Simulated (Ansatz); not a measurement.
# H4NPTe: the cost of one run

Computed with Ansatz 0.2.0, driven from Python. Level of theory: B3LYP+D4/def2-SVP.

### 1 Starting point

Bond lengths: N1–P2 1.770 Å, P2–Te3 2.470 Å, N1–H4 0.998 Å, N1–H5 1.100 Å, P2–H6 1.467 Å, Te3–H7 1.761 Å. Angles: N1–P2–Te3 91.7°, N1–P2–H6 93.4°, Te3–P2–H6 95.0°, P2–N1–H4 108.7°, P2–N1–H5 106.3°, H4–N1–H5 103.0°, P2–Te3–H7 91.3°.

The script holds or builds the structure itself.

### 2 Script

Input file run_scan.py:

```python
'''Stretching a bond of H4NPTe, the rest held rigid.'''

import ansatz as az
import numpy as np

params = {
    'basis': 'def2-SVP',
    'xc': 'B3LYP',
    'vdw': 'd4',
}

h4npte = (
    az.Crystal.molecule()
    .atom('N', [-0.6162, 0.4288, -0.6871])
    .atom('P', [-0.4689, 0.1309, 1.0519])
    .atom('Te', [0.8872, -1.896, 0.6628])
    .atom('H', [-1.322, -0.1724, -1.0556])
    .atom('H', [-1.0621, 1.4285, -0.7927])
    .atom('H', [0.6823, 1.0287, 1.196])
    .atom('H', [1.9609, -1.0167, -0.4208])
)

symbols = [site.symbol for site in h4npte.cartesian_sites]
start = np.array([site.position_ang for site in h4npte.cartesian_sites])
axis = (start[6] - start[2]) / np.linalg.norm(start[6] - start[2])
moving = [6]
lengths, energies = [1.5, 1.62, 1.76, 1.94, 2.2, 2.64, 3.17, 3.87], []
for length in lengths:
    xyz = start.copy()
    xyz[moving] += (length - np.linalg.norm(start[6] - start[2])) * axis
    point = az.Crystal.molecule()
    for symbol, place in zip(symbols, xyz):
        point = point.atom(symbol, place.tolist())
    setup = (
        point.calculation()
        .basis(gaussian=params['basis'])
        .functional(params['xc'], dispersion=params['vdw'])
        .spin('collinear')
    )
    data = setup.run().report
    energies.append(data['free_energy_ev'])
    print(f'r = {length:6.3f} A  E = {energies[-1]:.5f} eV  <S^2> = {abs(data["mean_field"]["state"]["spin_squared"]):.3f}')

print('energy above the lowest point (eV):', [round(e - min(energies), 3) for e in energies])
```

### 3 What the engine is handed

The engine receives this input (first run):

```yaml
crystal:
  periodic: [false, false, false]
  atoms:
    - { symbol: "N", position_ang: [-0.6162, 0.4288, -0.6871] }
    - { symbol: P, position_ang: [-0.4689, 0.1309, 1.0519] }
    - { symbol: Te, position_ang: [0.8872, -1.896, 0.6628] }
    - { symbol: H, position_ang: [-1.322, -0.1724, -1.0556] }
    - { symbol: H, position_ang: [-1.0621, 1.4285, -0.7927] }
    - { symbol: H, position_ang: [0.6823, 1.0287, 1.196] }
    - { symbol: H, position_ang: [1.8019030282285577, -1.1469095904616085, -0.26033700418037176] }
basis:
  gaussian:
    orbitals: def2-SVP
hamiltonian:
  xc: b3lyp
  dispersion: d4
magnetization:
  spin_polarized: true
```

### 4 Running it

Run with:

```bash
python run_scan.py
```

Q: Estimate wall time and peak memory on 1 thread of Arm Neoverse V1, shared host.

About 70 s, with a peak of 0.3 GiB.
